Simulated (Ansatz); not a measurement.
**KLuO2 (NaFeO2 type): equation of state**

One table from this session's results is given with a row withheld; the runs are named, their logs left out.

Program: Ansatz 0.2.0. Level of theory: DFT PBEsol, scalar-relativistic, plane waves, PAW. These are calculated values, not measurements.

1 further run of the same task is left out (it didn't finish).

## The structure to begin with

It takes space group R-3m (No. 166, trigonal). Conventional cell: a = 3.358 Å, b = 3.358 Å, c = 18.410 Å, α = 90.00°, β = 90.00°, γ = 120.00°. K (site symmetry -3m) is surrounded by 6 O at 2.74 Å. Lu (site symmetry -3m) has 6 O at 2.25 Å as nearest neighbours. Around O (site symmetry 3m) lie 3 Lu at 2.25 Å and 3 K at 2.74 Å.

Coordinates:

```
CELL_PARAMETERS angstrom
1.67879 0.96925 6.13652
-1.67879 0.96925 6.13652
0.00000 -1.93850 6.13652
ATOMIC_POSITIONS crystal
K 0.50000 0.50000 0.50000
Lu 0.00000 0.00000 0.00000
O 0.27161 0.27161 0.27161
O 0.72839 0.72839 0.72839
```

An earlier run at PBEsol left this cell at 14.978 Å³/atom and 0.01 GPa (10×10×10 mesh).

Volume factors to run: 0.980, 1.020, 0.960, 1.040.

The first run:

Input file input.yaml:

```yaml
crystal:
  lattice:
    - [1.6675233964, 0.9627450818, 6.0953370439]
    - [-1.6675233964, 0.9627450818, 6.0953370439]
    - [0.0, -1.9254901636, 6.0953370439]
  atoms:
    - { symbol: K, position: [0.5, 0.5, 0.5] }
    - { symbol: Lu, position: [0.0, 0.0, 0.0] }
    - { symbol: O, position: [0.2716102129, 0.2716102129, 0.2716102129] }
    - { symbol: O, position: [0.7283897871, 0.7283897871, 0.7283897871] }
basis:
  ecutwfc: 420
  ecutrho_ratio: 4
kpoints:
  mp_grid: { grid: [10, 10, 10] }
hamiltonian:
  xc: pbesol
scf:
  occupations: { method: gaussian, width: 0.05 }
output:
  forces: true
  stress: true
  eigenvalues: true
relax:
  f_tol: 0.01
  max_steps: 40
  cell: { stress_tol: 0.1, fix: [volume] }
```

Command:

```sh
$ ansatz run input.yaml --threads 4 --pin off --max-ram 4096MiB --backend cpu --events-out ev --progress --plain --runs-dir out
```

Among the steps run: Scaling the volume by 0.980; Volume × 1.020; Scaling the volume by 0.960; Volume × 1.040.

One table of the session follows, with a row left open; its other results are not shown here.

It belongs to the step «The fit». 

```
volume (Å³/atom)  energy (meV/atom)  pressure (GPa)  gap (eV)
          14.379               7.50            4.16      3.58
          14.678               1.80            1.96      3.63
          14.978               0.00            0.01      3.66
          15.277                  ?               ?         ?
          15.577               6.41           -3.30      3.42
```

Q: Estimate the row for volume (Å³/atom) = 15.277 from the others.

Worked estimate for «energy (meV/atom)». A straight line through the neighbours (14.978, 0.00) and (15.577, 6.41) gives 0.00 + (6.41 − 0.00) × (15.277 − 14.978) / (15.577 − 14.978) = 3.20; a parabola fitted to 3 rows on both sides gives 1.53.

As computed: energy (meV/atom): 1.65; pressure (GPa): -1.74; gap (eV): 3.55. In «energy (meV/atom)» the line misses by +1.55 and the parabola by -0.12.
